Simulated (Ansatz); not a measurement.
# GeH₄S (built from SMILES S.[GeH2]): one structure at several levels

An exercise on one series of results from a longer session: the logs are not shown, and one member is left open.

Computed with Ansatz 0.2.0, Gaussian basis. Level: single points in def2-TZVPP.

Cores are frozen in the correlated methods. Filled d shells of the heavier atoms are correlated.

## The system as given

6 atoms, charge 0, spin multiplicity 1.

Atoms are counted from 1 here; the program's logs count them from 0.

Bond lengths: Ge1–H2 1.621 Å, Ge1–H4 1.768 Å, Ge1–H5 1.594 Å, S3–H6 1.356 Å. Angles: H2–Ge1–H4 44.3°, H2–Ge1–H5 82.4°, H4–Ge1–H5 88.7°.

Geometry (Å):

```xyz
6

Ge   -0.35650   -0.67770   -1.22050
H     0.27190    0.52380   -0.33220
S     1.39490   -0.20410    0.89010
H    -0.32510    1.08700   -1.32170
H    -1.54110   -0.55950   -0.16010
H     0.46910   -0.17140    1.88010
```

Set-up of the first run:

run/in.yaml reads:

```yaml
crystal:
  periodic: [false, false, false]
  atoms:
    - {symbol: Ge, position_ang: [-0.356500, -0.677700, -1.220500]}
    - {symbol: H, position_ang: [0.271900, 0.523800, -0.332200]}
    - {symbol: S, position_ang: [1.394900, -0.204100, 0.890100]}
    - {symbol: H, position_ang: [-0.325100, 1.087000, -1.321700]}
    - {symbol: H, position_ang: [-1.541100, -0.559500, -0.160100]}
    - {symbol: H, position_ang: [0.469100, -0.171400, 1.880100]}
basis:
  gaussian: {orbitals: def2-TZVPP}
correlation: {method: ccsd_t}
output: {forces: true}
```

No record of the launch command was kept for these runs.

Steps of the session up to this table: CCSD(T)/def2-TZVPP; PBE0-D4/def2-TZVPP; wB97M-V/def2-TZVPP; r2SCAN-D4/def2-TZVPP; PBE-D4/def2-TZVPP; SPW92/def2-TZVPP; BLYP-D4/def2-TZVPP.

One of the session's tables, all rows but one given; the rest of the session is left out.

| method | RMS force component (eV/Å) | angle to CCSD(T) forces (°) | dipole (D) |
| --- | --- | --- | --- |
| CCSD(T) | 0.958 | reference | 0.91 |
| PBE0-D4 | 0.991 | 4.2 | 0.96 |
| wB97M-V | 1.029 | 1.5 | 0.90 |
| r2SCAN-D4 | 0.935 | 3.9 | 0.95 |
| PBE-D4 | 0.938 | 12.5 | 0.85 |
| SPW92 | ? | ? | ? |
| BLYP-D4 | 0.923 | 15.7 | 0.70 |

Q: Estimate the row for SPW92 from the others.

**Answer.** RMS force component (eV/Å): 0.912; angle to CCSD(T) forces (°): 10.6; dipole (D): 0.97. In the column «RMS force component (eV/Å)» it is the lowest.
